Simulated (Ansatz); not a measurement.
# EuS3 in Ansatz: convergence with k mesh

Input of the first run (k mesh 3 × 3 × 3); the others differ in this setting and in those tied to it:

File input.yaml:

```yaml
crystal:
  lattice:
    - [-1.958231, 1.958231, 5.066036]
    - [1.958231, -1.958231, 5.066036]
    - [1.958231, 1.958231, -5.066036]
  atoms:
    - { symbol: Eu, position: [0.0, 0.0, 0.0], spin: 7.0 }
    - { symbol: S, position: [0.5, 0.5, 0.0] }
    - { symbol: S, position: [0.25, 0.75, 0.5] }
    - { symbol: S, position: [0.75, 0.25, 0.5] }
hamiltonian:
  xc: pbe
  pseudopotentials: { kind: paw }
magnetization:
  spin_polarized: true
kpoints:
  mp_grid: { grid: [3, 3, 3] }
scf:
  occupations: { method: fermi_dirac, width: 0.1 }
output:
  forces: true
  stress: true
  eigenvalues: true
```

Potentials or basis: Ansatz PAW.

The run is started by

```sh
$ ansatz run input.yaml --threads 2 --pin off --max-ram 5632MiB --backend cpu --events-out ev --progress --plain --runs-dir out
```

The cell comes from a database or a generator and needn't be the stable form of this composition.

Hardware: 2 threads of Arm Neoverse V2, on a shared host.

**Question.** The values tried are 3 × 3 × 3, 4 × 4 × 4, 5 × 5 × 5, 6 × 6 × 6, 7 × 7 × 7, 9 × 9 × 9, 11 × 11 × 11, 13 × 13 × 13, 16 × 16 × 16, loosest first. From which on does the energy stay within 1 meV/atom of the tightest run that finished?

**Answer.** From 11 × 11 × 11 on.

```
      k mesh  energy less the tightest run, at zero smearing (meV/atom)  pressure (GPa)  absolute moment (μB)  SCF cycles  CPU time (s)  peak memory (GiB)
   3 × 3 × 3                                                      30.32            0.82                  6.93          13           3.1               0.35
   4 × 4 × 4                                                       5.44            0.91                  7.02          15           5.6               0.38
   5 × 5 × 5                                                      -2.94            0.89                  7.00          14           6.9                0.4
   6 × 6 × 6                                                      -1.52            0.78                  6.90          13            10               0.44
   7 × 7 × 7                                                      -0.86            0.79                  6.94          13            13               0.46
   9 × 9 × 9                                                      -1.44            0.82                  6.92          13            23               0.54
11 × 11 × 11                                                       0.72            0.83                  6.93          14            40               0.65
13 × 13 × 13                                                      -0.22            0.83                  6.94          13            59               0.81
16 × 16 × 16                                                       0.00            0.83                  6.94          15           130                1.1
```

Against the tightest run, the pressure stays within 0.1 GPa from 3 × 3 × 3 on; the absolute moment stays within 0.02 μB from 7 × 7 × 7 on. Meshes of other sizes hit other points, so gaps and Fermi surfaces needn't settle smoothly. The tightest run that finished is the yardstick and may itself not be fully converged.

Caveat, for the tightest run too: spin-orbit coupling is left out, which moves the levels of the heavy elements; a cell with one magnetic atom can't hold antiferromagnetic order, which such compounds often take; without U or exact exchange the open f shell lies at the Fermi level, which spoils levels, moments and volumes. The state reached can hang on the start; a lower one may exist.
